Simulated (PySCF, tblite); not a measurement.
# C₅H₇FSi: geometry, infrared bands and NMR shifts

What infrared bands and NMR shifts should C₅H₇FSi (`FCC1=CC=C[SiH2]1`) show?

Computed with tblite 0.8.0 and PySCF 2.14.0, with density-fitted response routines of our own, on a single molecule in the gas phase. Atoms count from 0, in the outputs and in this text.

## Step 1: Starting geometry

14 atoms, charge 0, multiplicity 1; geometry from: force field or distance geometry start.

Bonds of the start (Å): F0–C1 1.37, C1–C2 1.51, C2–C3 1.29, C3–C4 1.40, C4–C5 1.30, C5–Si6 1.85, Si6–C2 1.84, C1–H7 1.13, C1–H8 1.11, C3–H9 1.14, C4–H10 1.12, C5–H11 1.09, Si6–H12 1.44, Si6–H13 1.47.

## Step 2: Optimising the geometry with GFN2-xTB

Job settings and geometry (Å):

```
{"job": {"kind": "relax", "xc": "GFN2-xTB", "basis": "xTB"}, "charge": 0, "multiplicity": 1}
F     -2.447400     0.270700    -1.332200
C     -2.080800    -0.217900    -0.103100
C     -0.577400    -0.179900    -0.005500
C      0.243500    -1.158200     0.158700
C      1.613200    -0.876400     0.220900
C      1.976300     0.368400     0.075100
Si     0.429600     1.357000    -0.145400
H     -2.432500     0.513400     0.684300
H     -2.494100    -1.215200     0.136400
H     -0.165500    -2.210400     0.279700
H      2.397800    -1.666800     0.360000
H      2.996000     0.755700     0.091700
H      0.336200     1.998600    -1.431600
H      0.204500     2.260400     0.988900
```

The run is started by

```console
OMP_NUM_THREADS=1 python probes_run.py task.json out
```

This one command runs all jobs of the session in turn.

**Question.** This job is followed by: GFN2-xTB harmonic vibrations, gas phase; GIAO PBE0/pcSseg-1 NMR shielding, non-relativistic, gas phase. Predict these results of the whole session: strongest single infrared mode (GFN2-xTB); zero-point energy (GFN2-xTB); ¹³C shifts against TMS (PBE0/pcSseg-1); ¹H shifts against TMS (PBE0/pcSseg-1, means over atoms taken as alike); ¹⁹F shifts against CFCl3 (PBE0/pcSseg-1); ²⁹Si shifts against TMS (PBE0/pcSseg-1).

The runs gave:

```
                                                              quantity                                 value
                             strongest single infrared mode (GFN2-xTB)                 2283 cm⁻¹, 300 km/mol
                                          zero-point energy (GFN2-xTB)                         62.1 kcal/mol
                                ¹³C shifts against TMS (PBE0/pcSseg-1)  157.3, 156.2, 143.5, 133.1, 88.6 ppm
¹H shifts against TMS (PBE0/pcSseg-1, means over atoms taken as alike)      7.29, 6.76, 6.20, 5.78, 4.72 ppm
                              ¹⁹F shifts against CFCl3 (PBE0/pcSseg-1)                            -242.7 ppm
                               ²⁹Si shifts against TMS (PBE0/pcSseg-1)                             -46.2 ppm
```

The optimisation took 83 steps and gained 0.497 eV; among the close pairs (by a distance rule), C2–Si6 changed most, from 1.843 to 1.898 Å. No mode is imaginary among the 36: a minimum at this level. The strongest single mode, at 2283 cm⁻¹, moves mainly H12. GFN2-xTB is a fitted tight-binding method: band positions and strengths are rough. Its intensities can rank the bands wrongly.
